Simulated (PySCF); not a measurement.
# InF at other levels of theory

Starting from one script, swap the method and compare what comes out for InF.

Computed with PySCF 2.14.0. Level: method and basis as typed in the scripts.

### Step 1. Where the work starts

InF: 2 atoms, charge 0, spin multiplicity 1.

Bond lengths: In1–F2 2.005 Å.

### Step 2. The base run

Contents of input.py:

```python
from pyscf import gto, scf

mol = gto.M(
    atom='In 0 0 0; F 0 0 2.005',
    basis='x2c-svpall',
    charge=0,
    spin=0,
    verbose=3,
)
mf = scf.RHF(mol)
mf = mf.sfx2c1e()
mf.kernel()
mf.stability(internal=True, external=True)
mf.dip_moment()
print('orbital energies (hartree):', mf.mo_energy[..., max(0, mol.nelec[1]-3):mol.nelec[0]+3].round(4))
```

On the command line:

```sh
python input.py
```

### Step 3. MP2

Edit 1 changes step after the SCF: stability → mp2; frozen orbitals: none → 19.

input.py, as its differences from that of step 2:

```diff
@@ -1,2 +1,2 @@
-from pyscf import gto, scf
+from pyscf import gto, scf, mp
 
@@ -12,3 +12,3 @@
 mf.kernel()
-mf.stability(internal=True, external=True)
+mp.MP2(mf, frozen=19).kernel()
 mf.dip_moment()
```

### Step 4. Tpssh (RKS)

Edit 2 changes functional: none (Hartree–Fock) → tpssh; SCF type: RHF → RKS; step after the SCF: stability → analyze.

Contents of input.py:

```python
from pyscf import gto, dft

mol = gto.M(
    atom='In 0 0 0; F 0 0 2.005',
    basis='x2c-svpall',
    charge=0,
    spin=0,
    verbose=3,
)
mf = dft.RKS(mol, xc='tpssh')
mf = mf.sfx2c1e()
mf.kernel()
mf.analyze()
print('orbital energies (hartree):', mf.mo_energy[..., max(0, mol.nelec[1]-3):mol.nelec[0]+3].round(4))
```

### Step 5. TDA

Edit 3 changes step after the SCF: stability → tda; number of roots: none → 5.

input.py, as its differences from that of step 2:

```diff
@@ -1,2 +1,2 @@
-from pyscf import gto, scf
+from pyscf import gto, scf, tdscf
 
@@ -12,3 +12,6 @@
 mf.kernel()
-mf.stability(internal=True, external=True)
+td = tdscf.TDA(mf)
+td.nstates = 5
+td.kernel()
+td.analyze()
 mf.dip_moment()
```

### Step 6. MP2

Edit 4 changes step after the SCF: stability → mp2.

input.py, as its differences from that of step 2:

```diff
@@ -1,2 +1,2 @@
-from pyscf import gto, scf
+from pyscf import gto, scf, mp
 
@@ -12,3 +12,3 @@
 mf.kernel()
-mf.stability(internal=True, external=True)
+mp.MP2(mf).kernel()
 mf.dip_moment()
```

### Step 7. NEVPT2

Edit 5 changes step after the SCF: stability → nevpt2; active space: none → 4 electrons in 5 orbitals.

input.py, as its differences from that of step 2:

```diff
@@ -1,2 +1,2 @@
-from pyscf import gto, scf
+from pyscf import gto, scf, mcscf, mrpt
 
@@ -12,3 +12,6 @@
 mf.kernel()
-mf.stability(internal=True, external=True)
+mc = mcscf.CASSCF(mf, 5, 4)
+mc.kernel()
+mc.analyze()
+mrpt.NEVPT(mc).kernel()
 mf.dip_moment()
```

What does the calculation give? Wanted: for each run, E(SCF); from base; gap; SCF dipole; after the SCF.

The runs gave:

```csv
run,E(SCF) (hartree),from base (eV),gap (eV),SCF dipole (D),after the SCF
base,-5977.225435,0,10.51,3.20,stable
MP2,-5977.225435,0.0000,10.51,3.20,"MP2 correlation -6.851 eV, core frozen"
tpssh (RKS),-5980.077024,not comparable,5.00,2.72,n/a
TDA,-5977.225435,0.0000,10.51,3.20,lowest root found 5.67 eV
MP2,-5977.225435,0.0000,10.51,3.20,MP2 correlation -7.208 eV
NEVPT2,-5977.225435,0.0000,10.51,3.20,"NEVPT2 correlation -7.410 eV (from the SCF energy, the CASSCF gain included)"
```

**Reading.** A lower total energy from another functional means nothing by itself. The dearest run is “NEVPT2”, at 5.5 s against 1.7 s.
